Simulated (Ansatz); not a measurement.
**CH₅NSeSi: up Jacob's ladder to CCSD(T)**

How much do the methods differ for CH₅NSeSi? The plan is to run it at one geometry with functionals of several rungs and with coupled cluster, and see how far each lands from CCSD(T) at the basis-set limit for the atomisation energy.

Computed with Ansatz 0.2.0, Gaussian basis. Level: functionals in def2-TZVPP, the program's frozen cores in correlated methods.

Plan: PBE-D4, r2SCAN-D4, PBE0-D4, B3LYP-D4, ωB97X-V, ωB97M-V, B2PLYP; CCSD(T)/def2-TZVPP; MP2/def2-QZVPP; extrapolation to the limit.

### Step 1. The relaxed structure

All runs share one geometry, relaxed beforehand with PBE0-D4/def2-TZVP.

SMILES `C1N[SiH2][Se]1`, 9 atoms, charge 0, spin multiplicity 1.

Atoms are counted from 1 here; the program's logs count them from 0.

Bond lengths: C1–N2 1.446 Å, C1–Se4 1.996 Å, C1–H5 1.093 Å, C1–H6 1.093 Å, N2–Si3 1.713 Å, N2–H7 1.005 Å, Si3–Se4 2.275 Å, Si3–H8 1.490 Å, Si3–H9 1.488 Å. Angles: N2–C1–Se4 100.2°, N2–C1–H5 114.2°, N2–C1–H6 114.0°, Se4–C1–H5 108.8°, Se4–C1–H6 108.9°, H5–C1–H6 110.1°, C1–N2–Si3 105.3°, C1–N2–H7 119.3°, Si3–N2–H7 133.8°, N2–Si3–Se4 82.6°, N2–Si3–H8 116.8°, N2–Si3–H9 116.5°, Se4–Si3–H8 116.7°, Se4–Si3–H9 116.8°, H8–Si3–H9 106.6°, C1–Se4–Si3 71.8°.

Coordinates:

```mol
CH5NSeSi
  3D, bonds by distance, orders not assigned

  9  9  0  0  0  0  0  0  0  0999 V2000
   -0.1644    0.9435   -0.7829 C   0  0
    0.7207    0.3153    0.1725 N   0  0
   -0.1309   -1.0571    0.7417 Si  0  0
   -1.7665   -0.2342   -0.6088 Se  0  0
    0.1904    0.9043   -1.8158 H   0  0
   -0.4471    1.9661   -0.5212 H   0  0
    1.6821    0.6057    0.2171 H   0  0
    0.4266   -2.3910    0.3799 H   0  0
   -0.4224   -1.0987    2.2006 H   0  0
  1  2  8  0
  2  3  8  0
  3  4  8  0
  1  5  8  0
  1  6  8  0
  2  7  8  0
  3  8  8  0
  3  9  8  0
  1  4  8  0
M  END
```

### Step 2. PBE-D4 (GGA)

Input file in.yaml:

```yaml
crystal:
  periodic: [false, false, false]
  atoms:
    - {symbol: C, position_ang: [-0.164393, 0.943519, -0.782872]}
    - {symbol: N, position_ang: [0.720749, 0.315287, 0.172481]}
    - {symbol: Si, position_ang: [-0.130892, -1.057138, 0.741666]}
    - {symbol: Se, position_ang: [-1.766488, -0.234211, -0.608751]}
    - {symbol: H, position_ang: [0.190374, 0.904284, -1.815785]}
    - {symbol: H, position_ang: [-0.447079, 1.966111, -0.521243]}
    - {symbol: H, position_ang: [1.682114, 0.605718, 0.217061]}
    - {symbol: H, position_ang: [0.426638, -2.391031, 0.379913]}
    - {symbol: H, position_ang: [-0.422423, -1.098742, 2.200632]}
basis:
  gaussian: {orbitals: def2-TZVPP}
hamiltonian: {xc: pbe, dispersion: d4}
output: {forces: true, orbitals: {seedname: orbitals}}
```

On the command line:

```console
> ansatz run in.yaml --threads 4 --pin off --events-out ev --progress --plain --max-ram 10444MiB
```

After this run come: r2SCAN-D4 (meta-GGA); PBE0-D4 (hybrid); B3LYP-D4 (hybrid); ωB97X-V (range-separated); ωB97M-V (range-separated); B2PLYP (double hybrid); CCSD(T) in def2-TZVPP; MP2 in def2-QZVPP.

Q: Predict the results of all the runs planned. Wanted: atomisation energy, CCSD(T)/CBS; farthest; mean size of error, hybrid; mean size of error, range-separated; gap, smallest and largest; T1 diagnostic; triples share of the correlation energy.

As calculated:

| quantity | value |
| --- | --- |
| atomisation energy, CCSD(T)/CBS | 3054.6 kJ/mol |
| functionals within 30.5 kJ/mol (1.0 %) | r2SCAN-D4, PBE0-D4, B3LYP-D4, ωB97X-V, ωB97M-V |
| farthest | B2PLYP (-50.5 kJ/mol) |
| mean size of error, hybrid | 6.3 kJ/mol |
| mean size of error, range-separated | 9.1 kJ/mol |
| gap, smallest and largest | 4.04 eV (PBE-D4), 10.34 eV (ωB97X-V) |
| T1 diagnostic | 0.0098 |
| triples share of the correlation energy | 4.0 % |

PBE-D4 misses by +49.2 kJ/mol, or 5.5 kJ/mol for each of 9 bonds. Double hybrids carry the basis error of their MP2 part in triple zeta, and no dispersion term here, so their miss is partly the set-up's. Misses under about 30.5 kJ/mol are within the doubt on the reference itself, which lacks core-valence correlation, relativity and higher excitations, and its outer-core shells are covered unevenly. All levels share the lack of spin-orbit coupling, which lowers the free heavy atoms and so the true binding. Hartree-Fock recovers 69 % of the binding; the rest is correlation. Orbital gaps span 4.0 to 10.3 eV; exact exchange widens them. Correlated methods include outer-core shells of Se, which these sets cover unevenly.
